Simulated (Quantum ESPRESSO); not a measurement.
Runs of Quantum ESPRESSO 7.5 on GeCN2. Symmetry: R-3m, No. 166, trigonal system. Conventional cell: a = 3.588 Å, b = 3.588 Å, c = 14.766 Å, α = 90.00°, β = 90.00°, γ = 120.00°. Ge (site symmetry -3m) has 6 N at 2.40 Å as nearest neighbours. N (site symmetry 3m) has 1 C at 1.24 Å as nearest neighbours. C (site symmetry -3m) has 2 N at 1.24 Å as nearest neighbours. The cell comes from a database or a generator and needn't be the stable form of this composition.

```tsv
task	level	potentials or basis	cell	k mesh	cutoff (eV)	symmetry	SCF threshold	form of the LDA correlation	gap on the mesh (eV)	pressure (GPa)	V0 of scaled cells (Å³/atom)	B0 (GPa)	largest force (eV/Å)
band structure	r2SCAN	SG15 PBE 1.2	as given	7 × 7 × 7	1197	off	1e-08 Ry	-	1.37	-4.4	-	-	0.47
equation of state	PBEsol	GBRV 1.5 PBEsol	as given	9 × 9 × 9	612	-	8e-10 Ry	-	-	-	13.41	138	-
equation of state	PBE	SSSP 1.3 efficiency PBE	as given	9 × 9 × 9	816	-	8e-10 Ry	-	-	-	13.71	131	-
phonons	PBE+D3(BJ)	GBRV 1.5 PBE	relaxed	4 × 4 × 4, shifted	612	-	8e-10 Ry	-	-	0.0	-	-	-
single point	PBE	SSSP 1.3 efficiency PBE	as given	9 × 9 × 9	816	-	8e-10 Ry	-	1.12	-0.3	-	-	0.03
band structure	PBEsol	GBRV 1.5 PBEsol	as given	9 × 9 × 9	612	-	8e-10 Ry	-	1.01	(a)	-	-	0.17
equation of state	LDA	GBRV 1.5 LDA	as given	9 × 9 × 9	612	-	8e-10 Ry	PZ81	-	-	(b)	146	-
phonons	PBE	GBRV 1.5 PBE	relaxed	4 × 4 × 4, shifted	612	-	8e-10 Ry	-	-	0.0	-	-	-
phonons	PBE+D2	GBRV 1.5 PBE	relaxed	4 × 4 × 4, shifted	612	-	8e-10 Ry	-	-	0.0	-	-	-
band structure	LDA	GBRV 1.5 LDA	as given	9 × 9 × 9	612	-	8e-10 Ry	PZ81	0.97	-6.6	-	-	0.24
```

Alike in all rows: no spin polarisation; smearing fermi-dirac 0.05 eV.

Task: Fill in the values left out.

Result: (a) -3.2; (b) 13.07.

Caveats: the cell was scaled at fixed shape and fractional positions, which overstates the stiffness of a crystal with free parameters, most of all of layers and chains (some runs); some modes are imaginary (some runs); the potentials were made for another functional, which shifts forces and pressure (some runs); the mesh misses the band edges, which the band path finds closer together (some runs); before the sum rule the acoustic modes lie tens of cm⁻¹ from zero, a sign that the density grid also shifts the optical modes (some runs); an odd mesh through Γ misses points on the zone boundary, where band edges often lie (some runs).

A k mesh can miss the band edges, and the runs leave out spin-orbit coupling on Ge.

Not every run made on this cell is shown here.
